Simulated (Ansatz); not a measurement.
# C2H7AuS2: basis-set convergence

One table from this session's results is given with a row withheld; the runs are named, their logs left out.

Method: one geometry, several basis sets; program: Ansatz 0.2.0, Gaussian basis.

Plan: PBE0-D4/def2-SVP; ωB97M-V/def2-SVP; PBE0-D4/def2-QZVPP; ωB97M-V/def2-QZVPP; the functionals' def2-TZVPP values are taken from earlier runs.

1 further run of the same task is left out (it didn't finish).

## Structure used throughout

An earlier PBE0-D4 in a triple-zeta def2 set relaxation fixed the geometry. Au takes the def2 core potential; no spin-orbit term is included.

SMILES `C[S+](C)[Au-][SH]`, 12 atoms, charge 0, spin multiplicity 1.

Atoms are counted from 1 here; the program's logs count them from 0.

Bond lengths: C1–S2 1.799 Å, C1–H6 1.089 Å, C1–H7 1.089 Å, C1–H8 1.091 Å, S2–C3 1.799 Å, S2–Au4 2.304 Å, C3–H9 1.089 Å, C3–H10 1.091 Å, C3–H11 1.089 Å, Au4–S5 2.268 Å, S5–H12 1.345 Å. Angles: S2–C1–H6 107.0°, S2–C1–H7 110.9°, S2–C1–H8 109.1°, H6–C1–H7 109.5°, H6–C1–H8 109.6°, H7–C1–H8 110.7°, C1–S2–C3 100.0°, C1–S2–Au4 106.8°, C3–S2–Au4 106.8°, S2–C3–H9 107.0°, S2–C3–H10 109.1°, S2–C3–H11 110.9°, H9–C3–H10 109.6°, H9–C3–H11 109.5°, H10–C3–H11 110.7°, S2–Au4–S5 179.3°, Au4–S5–H12 96.3°.

Set-up of the first run:

Input file in.yaml:

```yaml
crystal:
  periodic: [false, false, false]
  atoms:
    - {symbol: C, position_ang: [-1.710037, 0.540634, -0.016409]}
    - {symbol: S, position_ang: [-0.401499, -0.579098, -0.535514]}
    - {symbol: C, position_ang: [-0.137014, -1.483926, 0.996440]}
    - {symbol: Au, position_ang: [1.477434, 0.708226, -0.880051]}
    - {symbol: S, position_ang: [3.324988, 1.986199, -1.194397]}
    - {symbol: H, position_ang: [-1.928741, 1.189087, -0.863685]}
    - {symbol: H, position_ang: [-1.389893, 1.145727, 0.830494]}
    - {symbol: H, position_ang: [-2.597315, -0.040551, 0.238050]}
    - {symbol: H, position_ang: [0.685420, -2.175662, 0.819501]}
    - {symbol: H, position_ang: [-1.040316, -2.044437, 1.240689]}
    - {symbol: H, position_ang: [0.126878, -0.806218, 1.806964]}
    - {symbol: H, position_ang: [3.590095, 1.560040, -2.442071]}
basis:
  gaussian: {orbitals: def2-SVP}
hamiltonian: {xc: pbe0, dispersion: d4}
output: {orbitals: {seedname: orbitals}}
```

Among the steps run: PBE0-D4 in def2-SVP; ωB97M-V in def2-SVP; PBE0-D4 in def2-QZVPP; ωB97M-V in def2-QZVPP.

One of the session's tables, all rows but one given; the rest of the session is left out.

It belongs to the step «Functionals by basis». 

```
functional       basis  HOMO (eV)
   PBE0-D4    def2-SVP      -5.70
   PBE0-D4  def2-TZVPP      -5.84
   PBE0-D4  def2-QZVPP      -5.89
   ωB97M-V    def2-SVP      -7.79
   ωB97M-V  def2-TZVPP          ?
   ωB97M-V  def2-QZVPP      -8.02
```

Estimate the missing values for ωB97M-V, def2-TZVPP.

**Answer.** HOMO (eV): -7.96. In the column «HOMO (eV)» it lies between ωB97M-V, def2-QZVPP (-8.02) and ωB97M-V, def2-SVP (-7.79).
